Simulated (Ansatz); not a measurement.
# GaTeH3 (SMILES [GaH2][TeH]): functionals against CCSD(T) at one geometry

The task here is to estimate one member of a computed series from the others.

The runs use Ansatz 0.2.0, Gaussian basis; single points in def2-TZVPP.

Correlated methods freeze the cores. Filled d shells of the heavier atoms are correlated. Core potentials replace the inner electrons past krypton, and spin-orbit coupling is left out.

## The system as given

SMILES `[GaH2][TeH]`, 5 atoms, charge 0, spin multiplicity 1.

Atoms are counted from 1 here; the program's logs count them from 0.

Bond lengths: Ga1–Te2 2.511 Å, Ga1–H3 1.547 Å, Ga1–H4 1.566 Å, Te2–H5 1.655 Å. Angles: Te2–Ga1–H3 126.0°, Te2–Ga1–H4 123.4°, H3–Ga1–H4 110.6°, Ga1–Te2–H5 86.7°.

Geometry (Å):

```xyz
5
GaH3Te
Ga   -0.2567   -0.6275    0.2411
Te    0.9067    1.5748    0.5622
H    -0.5231   -1.6829    1.3401
H    -0.8283   -1.1092   -1.1352
H     0.6720    1.8277   -1.0565
```

Set-up of the first run:

run/in.yaml

```yaml
crystal:
  periodic: [false, false, false]
  atoms:
    - {symbol: Ga, position_ang: [-0.256700, -0.627500, 0.241100]}
    - {symbol: Te, position_ang: [0.906700, 1.574800, 0.562200]}
    - {symbol: H, position_ang: [-0.523100, -1.682900, 1.340100]}
    - {symbol: H, position_ang: [-0.828300, -1.109200, -1.135200]}
    - {symbol: H, position_ang: [0.672000, 1.827700, -1.056500]}
basis:
  gaussian: {orbitals: def2-TZVPP}
correlation: {method: ccsd_t}
output: {forces: true}
```

No record of the launch command was kept for these runs.

Steps of the session up to this table: CCSD(T)/def2-TZVPP; PBE0-D4/def2-TZVPP; wB97M-V/def2-TZVPP; r2SCAN-D4/def2-TZVPP; PBE-D4/def2-TZVPP; BLYP-D4/def2-TZVPP; B97M-V/def2-TZVPP.

One table of the session follows, with a row left open; its other results are not shown here.

```
   method  RMS force component (eV/Å)  angle to CCSD(T) forces (°)  dipole (D)
  CCSD(T)                       0.223                    reference        0.28
  PBE0-D4                       0.219                         15.1        0.26
  wB97M-V                       0.227                          5.8        0.12
r2SCAN-D4                       0.223                         14.1        0.34
   PBE-D4                       0.244                         41.6        0.41
  BLYP-D4                           ?                            ?           ?
   B97M-V                       0.217                         22.3        0.60
```

Q: Estimate the row for BLYP-D4 from the others.

As computed: RMS force component (eV/Å): 0.285; angle to CCSD(T) forces (°): 48.4; dipole (D): 0.46. In the column «RMS force component (eV/Å)» it is the highest.
